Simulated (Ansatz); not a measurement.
# In4Bi3P: the cost of one run

Code: Ansatz 0.2.0. PAW datasets, plane waves. The cell comes from a prototype generator: it can be a known phase or a hypothetical one. Spin polarisation is off.

### 1 The system as given

The cell was relaxed beforehand with r2SCAN.

It is tetragonal, P-4m2 (No. 115); a = 4.622 Å, c = 13.095 Å in the conventional setting, 34.98 Å³ an atom. Near P stand 4 In at 2.67 Å; near In stand 2 P at 2.67 Å and 2 Bi at 2.89 Å; near Bi stand 4 In at 2.89 Å; near In stand 4 Bi at 2.89–2.90 Å; near Bi stand 4 In at 2.90 Å.

Coordinates:

```cif
data_structure
_symmetry_space_group_name_H-M 'P 1'
_symmetry_Int_Tables_number 1
_cell_length_a 4.6225
_cell_length_b 4.6225
_cell_length_c 13.0953
_cell_angle_alpha 90.000
_cell_angle_beta 90.000
_cell_angle_gamma 90.000
_cell_volume 279.81
loop_
_atom_site_label
_atom_site_type_symbol
_atom_site_fract_x
_atom_site_fract_y
_atom_site_fract_z
_atom_site_occupancy
P1 P 0.00000 0.00000 0.00000 1
In1 In 0.00000 0.50000 0.89838 1
Bi1 Bi 0.50000 0.50000 0.76576 1
In2 In 0.50000 0.00000 0.63336 1
Bi2 Bi 0.00000 0.00000 0.50000 1
In3 In 0.00000 0.50000 0.36664 1
Bi3 Bi 0.50000 0.50000 0.23424 1
In4 In 0.50000 0.00000 0.10162 1
```

### 2 Band structure with PBE

input.yaml reads:

```yaml
crystal:
  lattice:
    - [4.6224885528, 0.0, 0.0]
    - [0.0, 4.6224885528, 0.0]
    - [0.0, 0.0, 13.0952879714]
  atoms:
    - { symbol: P, position: [0.0, 0.0, 0.0] }
    - { symbol: In, position: [0.0, 0.5, 0.8983828764] }
    - { symbol: Bi, position: [0.5, 0.5, 0.7657616357] }
    - { symbol: In, position: [0.5, 0.0, 0.6333607886] }
    - { symbol: Bi, position: [0.0, 0.0, 0.5] }
    - { symbol: In, position: [0.0, 0.5, 0.3666392114] }
    - { symbol: Bi, position: [0.5, 0.5, 0.2342383643] }
    - { symbol: In, position: [0.5, 0.0, 0.1016171236] }
kpoints:
  mp_grid: { grid: [6, 6, 2] }
  band_path:
    path:
      - [[0.0, 0.0, 0.0], [0.0, 0.5, 0.0], [0.5, 0.5, 1.230738847272e-33], [0.0, 0.0, 0.0], [-2.871673940177e-51, 0.0, 0.5], [-2.871673940177e-51, 0.5, 0.5], [0.5, 0.5, 0.5], [-2.871673940177e-51, 0.0, 0.5]]
      - [[0.0, 0.5, 0.0], [-2.871673940177e-51, 0.5, 0.5]]
      - [[0.5, 0.5, 1.230738847272e-33], [0.5, 0.5, 0.5]]
    npoints: 10
hamiltonian:
  xc: pbe
scf:
  occupations: { method: fermi_dirac, width: 0.02 }
  n_extra_bands: 6
output:
  forces: true
  stress: true
  eigenvalues: true
  write_density: true
  write_potential: true
  elf: true
  volumetric_format: npy
```

Run with:

```console
$ ansatz run input.yaml --threads 2 --pin off --max-ram 29491MiB --backend cpu --events-out ev --progress --plain --runs-dir out
```

What time and memory should one allow on 2 threads of AMD EPYC 7R13 (Zen 3), shared host?

About 35 s, with a peak of 1.1 GiB.
